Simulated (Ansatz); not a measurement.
**CH4ClGe (SMILES [CH3][GeH][Cl]) at USVWN5/def2-SVP**

Aim: the electronic atomisation energy of CH4ClGe at USVWN5/def2-SVP, from 5 runs. 

Program for the calculation: Ansatz 0.2.0.

68 further runs of the same task are left out: 68 set aside as unsound or not needed.

**1. The structure to begin with**

CH4ClGe has 7 atoms, charge 0, and is taken as a doublet. As SMILES, `[CH3][GeH][Cl]`. The coordinates come from a PBE0-D4/def2-TZVP relaxation.

Bond lengths: C1–Ge2 1.957 Å, Ge2–Cl3 2.169 Å, C1–H4 1.092 Å, C1–H5 1.089 Å, C1–H6 1.091 Å, Ge2–H7 1.553 Å. Angles: C1–Ge2–Cl3 107.0°, C1–Ge2–H7 112.6°, Cl3–Ge2–H7 105.6°, Ge2–C1–H4 108.6°, Ge2–C1–H5 110.0°, Ge2–C1–H6 109.8°, H4–C1–H5 109.4°, H4–C1–H6 109.5°, H5–C1–H6 109.6°.

**2. The energy at USVWN5/def2-SVP**

Contents of in.yaml:

```yaml
crystal:
  periodic: [false, false, false]
  atoms:
    - {symbol: C, position_ang: [-0.733100, 0.438400, -0.261900]}
    - {symbol: Ge, position_ang: [0.705400, -0.885500, -0.183100]}
    - {symbol: Cl, position_ang: [1.017000, -1.361700, 1.909500]}
    - {symbol: H, position_ang: [-0.433400, 1.314500, 0.317300]}
    - {symbol: H, position_ang: [-1.646200, 0.021400, 0.160800]}
    - {symbol: H, position_ang: [-0.909900, 0.729400, -1.298200]}
    - {symbol: H, position_ang: [2.061400, -0.324500, -0.690100]}
basis:
  gaussian:
    orbitals: def2-SVP
hamiltonian:
  xc: {name: SVWN5}
output: {orbitals: {seedname: orbitals}}
accuracy: high
magnetization:
  spin_polarized: true
  initial_magnetization: 1
```

On the command line:

```sh
ansatz run in.yaml --threads 1 --pin off --max-ram 3480MiB --events-out events.jsonl --progress --plain --runs-dir runs
```

Output:

```text
Warning: RAYON_NUM_THREADS=1 ignored (pool sized by the plan → 1); use --threads N
Functional definition: SVWN5
  name "SVWN5"
  exchange = slater_x
  correlation = vwn5_c
1779 factors; integrals over basis functions are off by at most 4.7e-9 eV
mean field evaluation 1: about -69986.6117 eV, gradient 4.2e1 eV
mean field evaluation 2: about -69968.5657 eV, gradient 6.4e1 eV
mean field evaluation 4: about -69994.5065 eV, gradient 4.3e0 eV
mean field evaluation 8: about -69994.5995 eV, gradient 3.1e-1 eV
mean field evaluation 16: about -69994.6001 eV, gradient 1.9e-5 eV
mean field -69994.60008130 eV, -2572.2541089438 hartree, gradient 5.2e-8 eV, S^2 0.750674; 0 other end points of the search recorded, 0 dependent functions left out
reference -69994.60008398 eV, -2572.2541090425 hartree; 30, 29 occupied and 54, 55 virtual orbitals, 1779 factors
Total energy: -69994.60008398 eV, -2572.2541090425 hartree
```

Run time: 5.4 s. Hardware: 1 thread of Arm Neoverse V1, shared host; peak memory 0.22 GiB.

**3. The C atom at the same level**

Contents of run.yaml:

```yaml
crystal:
  periodic: [false, false, false]
  atoms:
    - {symbol: C, position_ang: [0.000000, 0.000000, 0.000000]}
basis:
  gaussian: {orbitals: def2-SVP}
magnetization: {spin_polarized: true, initial_magnetization: 2}
hamiltonian: {xc: {name: SVWN5}}
accuracy: high
```

Run the same way, it converges to -37.42165 Eh (log not shown).

**4. The Cl atom, same level**

Contents of job.yaml:

```yaml
crystal:
  periodic: [false, false, false]
  atoms:
    - {symbol: Cl, position_ang: [0.000000, 0.000000, 0.000000]}
basis:
  gaussian:
    orbitals: def2-SVP
magnetization:
  spin_polarized: true
  initial_magnetization: 1
hamiltonian:
  xc: {name: SVWN5}
accuracy: high
```

On the command line:

```sh
ansatz run job.yaml --threads 1 --pin off --max-ram 3480MiB --events-out events.jsonl --progress --plain --runs-dir runs
```

Output:

```text
Warning: RAYON_NUM_THREADS=1 ignored (pool sized by the plan → 1); use --threads N
[... 4 set-up lines as earlier in the session ...]
134 factors; integrals over basis functions are off by at most 2.6e-9 eV
mean field evaluation 1: about -12475.9902 eV, gradient 3.3e0 eV
mean field evaluation 2: about -12475.9172 eV, gradient 4.8e0 eV
mean field evaluation 4: about -12475.9950 eV, gradient 3.0e0 eV
mean field evaluation 8: about -12475.9949 eV, gradient 3.1e0 eV
mean field evaluation 16: about -12476.0517 eV, gradient 2.8e-6 eV
mean field evaluation 32: about -12475.9333 eV, gradient 4.4e0 eV
mean field -12476.05168583 eV, -458.4864428826 hartree, gradient 2.2e-8 eV, S^2 0.750746; 2 other end points of the search recorded, 0 dependent functions left out
reference -12476.05168672 eV, -458.4864429155 hartree; 9, 8 occupied and 9, 10 virtual orbitals, 134 factors
Total energy: -12476.05168672 eV, -458.4864429155 hartree
```

Run time: 0.83 s. Hardware: 1 thread of Arm Neoverse V1, shared host.

**5. The Ge atom, same level**

Contents of job.yaml:

```yaml
crystal:
  periodic: [false, false, false]
  atoms:
    - {symbol: Ge, position_ang: [0.000000, 0.000000, 0.000000]}
basis:
  gaussian: {orbitals: def2-SVP}
hamiltonian: {xc: {name: SVWN5}}
accuracy: high
magnetization: {spin_polarized: true, initial_magnetization: 2}
```

Run the same way, it converges to -2073.49431 Eh (log not shown).

**6. The H atom, same level**

Contents of input.yaml:

```yaml
crystal:
  periodic: [false, false, false]
  atoms:
    - {symbol: H, position_ang: [0.000000, 0.000000, 0.000000]}
basis:
  gaussian: {orbitals: def2-SVP}
total_charge: 0
magnetization: {spin_polarized: true, initial_magnetization: 1}
hamiltonian: {xc: {name: SVWN5}}
accuracy: high
```

On the command line:

```sh
ansatz run input.yaml --threads 1 --pin off --max-ram 3480MiB --events-out events.jsonl --progress --plain --runs-dir runs
```

Output:

```text
Warning: RAYON_NUM_THREADS=1 ignored (pool sized by the plan → 1); use --threads N
[... 4 set-up lines as earlier in the session ...]
15 factors; integrals over basis functions are off by at most 8.9e-10 eV
mean field evaluation 1: about -12.9915 eV, gradient 3.1e-1 eV
mean field evaluation 2: about -12.9914 eV, gradient 3.1e-1 eV
mean field evaluation 4: about -12.9926 eV, gradient 1.4e-5 eV
mean field evaluation 8: about -12.9926 eV, gradient 2.8e-8 eV
mean field -12.99257338 eV, -0.4774682650 hartree, gradient 2.8e-8 eV, S^2 0.750000; 0 other end points of the search recorded, 0 dependent functions left out
reference -12.99257482 eV, -0.4774683181 hartree; 1, 0 occupied and 4, 5 virtual orbitals, 15 factors
Total energy: -12.99257482 eV, -0.4774683181 hartree
```

It took 0.1 s on 1 thread of Arm Neoverse V1, shared host.

**7. What came out**

Level: USVWN5/def2-SVP.

```
                                    quantity           value
                      molecule: total energy  -2572.25411 Eh
molecule: HOMO energy (highest over α and β)        -4.96 eV
 molecule: LUMO energy (lowest over α and β)        -4.04 eV
                              molecule: ⟨S²⟩           0.751
                        C atom: total energy    -37.42165 Eh
                                C atom: ⟨S²⟩           2.002
                       Cl atom: total energy   -458.48644 Eh
                               Cl atom: ⟨S²⟩           0.751
                       Ge atom: total energy  -2073.49431 Eh
                               Ge atom: ⟨S²⟩           2.001
                        H atom: total energy     -0.47747 Eh
                                H atom: ⟨S²⟩           0.750
               electronic atomisation energy       25.629 eV
```

In words: Taking the molecule apart into free atoms costs 25.63 eV (2473 kJ/mol), before zero-point energy and without spin-orbit coupling.
